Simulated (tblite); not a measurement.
# C8H7OP: the cost of one run

The runs use tblite 0.8.0 and PySCF 2.14.0, with density-fitted response routines of our own; the level of theory stands in each step. All values are computed, except where a source is named. Atoms are numbered from 0 throughout.

### 1 The molecule as given

17 atoms, charge 0, multiplicity 1; geometry from: force field or distance geometry start.

Bonds of the start (Å): O0–C1 1.21, C1–P2 1.65, P2–C3 1.87, C3–C4 1.49, C4–C5 1.40, C5–C6 1.38, C6–C7 1.38, C7–C8 1.40, C8–C9 1.37, C9–C4 1.39, C3–H10 1.13, C3–H11 1.07, C5–H12 1.07, C6–H13 1.08, C7–H14 1.09, C8–H15 1.11, C9–H16 1.08.

### 2 Geometry optimisation with GFN2-xTB

What the job is given:

```
{"job": {"kind": "relax", "xc": "GFN2-xTB", "basis": "xTB"}, "charge": 0, "multiplicity": 1}
O      4.447000     0.672900     1.394200
C      3.631900    -0.115500     0.968000
P      2.538900    -1.229100     0.430500
C      1.338300    -0.790600    -0.932600
C      0.022300    -0.317600    -0.417100
C     -0.094700     1.063300    -0.226700
C     -1.269800     1.616600     0.234200
C     -2.315200     0.756900     0.494500
C     -2.214000    -0.625200     0.295200
C     -1.041500    -1.173000    -0.163900
H      1.114000    -1.778900    -1.442300
H      1.707000    -0.086600    -1.654400
H      0.754500     1.681300    -0.427300
H     -1.339900     2.688200     0.386600
H     -3.267800     1.147400     0.855200
H     -3.088400    -1.261700     0.522600
H     -0.929500    -2.236300    -0.326600
```

Launch:

```console
OMP_NUM_THREADS=1 python probes_run.py task.json out
```

One launch serves the whole session: the jobs run in the order shown.

**Question.** How long does this first job take on 1 thread of Arm Neoverse N1, shared host, and how much memory does it need?

About 1.8 s, with a peak of 0.18 GiB.
